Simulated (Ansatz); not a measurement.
# GaPHO+ (triplet): from Hartree-Fock to the top rungs, cc-pVDZ

One table from this session's results is given with a row withheld; the runs are named, their logs left out.

The runs use Ansatz 0.2.0, Gaussian basis; cc-pVDZ, core rule «outside noble gas», up to 20 orbitals frozen.

Plan: UHF; CCSD(T) on ROHF; CCSD(T) on UHF; BCCD(T) on ROHF; CISD as a restricted active space (open shells left free, so some higher excitations enter); CCSDT(Q) on ROHF; CCSDT(Q) on UHF.

32 further runs of the same task are left out: 3 for a known fault of the program, 14 that didn't finish, 15 set aside as unsound or not needed. Runs told in other sessions of the task aren't counted.

### The system

The geometry is a PBE0/def2-TZVP stationary point (not a proven minimum) of the parent state, kept for this charge and spin. No spin-orbit coupling is included. The filled d shell of Ga may be among the frozen orbitals whatever the setting's name suggests.

4 atoms, charge 1, spin multiplicity 3.

Atoms are counted from 1 here; the program's logs count them from 0.

Bond lengths: Ga1–P2 2.199 Å, Ga1–O3 1.965 Å, Ga1–H4 1.546 Å, P2–O3 1.629 Å. Angles: P2–Ga1–O3 45.6°, P2–Ga1–H4 160.4°, O3–Ga1–H4 114.7°, Ga1–P2–O3 59.6°, Ga1–O3–P2 74.8°.

Set-up of the first run:

The input, in.yaml:

```yaml
crystal:
  periodic: [false, false, false]
  atoms:
    - {symbol: Ga, position_ang: [0.000000, 0.098964, 0.771595]}
    - {symbol: P, position_ang: [0.000000, 0.376024, -1.409922]}
    - {symbol: O, position_ang: [0.000000, -1.121443, -0.768476]}
    - {symbol: H, position_ang: [0.000000, -0.599735, 2.150715]}
basis:
  gaussian: {orbitals: cc-pVDZ}
total_charge: 1
magnetization: {spin_polarized: true, initial_magnetization: 2}
hamiltonian: {xc: hf}
output: {orbitals: {seedname: orbitals}}
```

Command:

```sh
> ansatz run in.yaml --threads 1 --pin off --events-out ev --progress --plain --max-ram 2393MiB
```

Steps of the session up to this table: UHF; CCSD(T) on ROHF; CCSD(T) on UHF; BCCD(T) on ROHF; CISD as a restricted active space (open shells left free, so some higher excitations enter); CCSDT(Q) on ROHF; CCSDT(Q) on UHF.

One of the session's tables, all rows but one given; the rest of the session is left out.

It belongs to the step «Misses and costs». 

```
   method  from UCCSDT(Q) (meV)
     ROHF              +10157.0
      UHF               +9788.8
     RMP2                +875.9
     UMP2               +1186.4
    RCCSD                +464.0
    UCCSD                +441.7
 RCCSD(T)                 +77.9
 UCCSD(T)                 +85.1
  BCCD(T)                 +74.5
   RCCSDT                     ?
   UCCSDT                 +47.9
RCCSDT(Q)                  +8.1
UCCSDT(Q)                     0
```

**Question.** Estimate the row for RCCSDT.

**Answer.** from UCCSDT(Q) (meV): +51.4. In the column «from UCCSDT(Q) (meV)» it lies between UCCSDT (+47.9) and BCCD(T) (+74.5).

Not comparable, so not listed: CISD as a restricted active space (open shells left free, so some higher excitations enter) (they don't share determinant, frozen orbitals or solution with the rows shown, or repeat one).

To keep in mind: Restricted and unrestricted rows rest on different reference determinants; a gap between their highest levels can come from leftover correlation error, from unlike frozen cores or from another state.
